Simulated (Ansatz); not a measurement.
# Ge (I4_1/amd): relaxations under a series of pressures from a Python script

How does Ge (I4_1/amd) give way under pressure? Wanted for Ge (I4_1/amd): relaxations under a series of pressures.

All numbers are computed with Ansatz 0.2.0 through its Python package. Level of theory: DFT LDA, plane waves, PAW.

## (1) Starting point

The structure is tetragonal, space group I4_1/amd (No. 141). The conventional cell has a = 5.149 Å, b = 5.149 Å, c = 2.795 Å, α = 90.00°, β = 90.00°, γ = 90.00°. Around Ge (site symmetry -4m2) lie 6 Ge at 2.67 to 2.79 Å.

No structure file is read: the coordinates are typed or built in the script.

## (2) The script

The input, run_compress.py:

```python
"""Volume and enthalpy of Ge against pressure."""

import warnings

import ansatz as az
from ase import Atoms
import numpy as np

def edges_and_angles(cell):
    cell = np.asarray(cell)
    a, b, c = np.linalg.norm(cell, axis=1)
    cosines = cell[1] @ cell[2] / (b * c), cell[0] @ cell[2] / (a * c), cell[0] @ cell[1] / (a * b)
    return (a, b, c, *np.degrees(np.arccos(cosines)))

warnings.simplefilter("ignore", az.DeckWarning)

atoms = Atoms(
    ["Ge", "Ge"],
    scaled_positions=[
        [0.25, 0.75, 0.5],
        [0.5, 0.5, 0.0],
    ],
    cell=[
        [-2.57448972, 2.57448972, 1.39741264],
        [2.57448972, -2.57448972, 1.39741264],
        [2.57448972, 2.57448972, -1.39741264],
    ],
    pbc=True,
)
cell = az.Crystal.from_ase(atoms)

setup = (
    cell.calculation()
    .functional("lda")
    .kpoints(13)
    .occupations("fermi_dirac", width=0.05)
)

# H = F + PV, with 1 GPa A^3 = 1/160.21766 eV
rows = []
for pressure in [0, 5, 10, 20]:
    out = setup.relax(cell=True, pressure=pressure).run(threads=1, pin="off")
    cell = out.lattice.cell_ang
    n_atoms = len(out.lattice.sites)
    volume = abs(np.linalg.det(cell)) / n_atoms
    enthalpy = out.report["free_energy_ev"] / n_atoms + pressure * volume / 160.21766
    rows.append((pressure, volume, enthalpy, *edges_and_angles(cell)))
    print(f"{pressure} GPa done: {volume:.4f} A^3/atom")

print(" P (GPa)  V (A^3/atom)  H (eV/atom)     a       b       c")
for row in rows:
    print("{:8.1f} {:12.4f} {:14.5f} {:7.4f} {:7.4f} {:7.4f}".format(*row[:6]))
p, v = np.array([row[0] for row in rows], float), np.array([row[1] for row in rows])
print("mean bulk modulus between rows (GPa):", np.round(-np.diff(p) / np.diff(np.log(v)), 1))
```

## (3) What the engine is handed

The package turns the script's settings into the engine's input (first run):

```yaml
crystal:
  lattice:
    - [-2.57448972, 2.57448972, 1.39741264]
    - [2.57448972, -2.57448972, 1.39741264]
    - [2.57448972, 2.57448972, -1.39741264]
  atoms:
    - { symbol: Ge, position: [0.25, 0.75, 0.5] }
    - { symbol: Ge, position: [0.5, 0.5, 0.0] }
kpoints:
  mp_grid:
    grid: [13, 13, 13]
hamiltonian:
  xc: lda
scf:
  occupations:
    method: fermi_dirac
    width: 0.05
relax:
  cell:
    p_target: 0.0
```

## (4) Running it

The run is started by

```
python run_compress.py
```

**Question.** How far does the cell shrink over this series of pressures, and what bulk modulus does the first step imply?

As calculated:

```
                                   quantity              value
bulk modulus between neighbouring pressures  94.4 to 145.8 GPa
                              runs compared                  4
                            range of energy    146.32 meV/atom
```

In words: The crystal stiffens as it is compressed. The volume falls from 17.92 Å³ an atom at 0 GPa to 15.19 at 20 GPa, by 15.2 %. Between 0 and 5 GPa, -V dP/dV is about 94 GPa, a mean over that step. In run 1, the volume shrank by 3.3 % over 4 moves, and the space group stayed I4_1/amd. In run 4, over 5 moves the cell shrank by 18.0 % in volume under the 20 GPa asked, and the space group stayed I4_1/amd. Notes:
- At a fixed pressure a relaxation lowers the enthalpy F + PV, while F alone can rise.
- This isn't the structure that Ge takes at ambient conditions.
- Symmetry holds the cell in this phase, so another phase that may be stable under pressure is not reached. Whether this is the phase that is stable at ambient conditions was not tested.
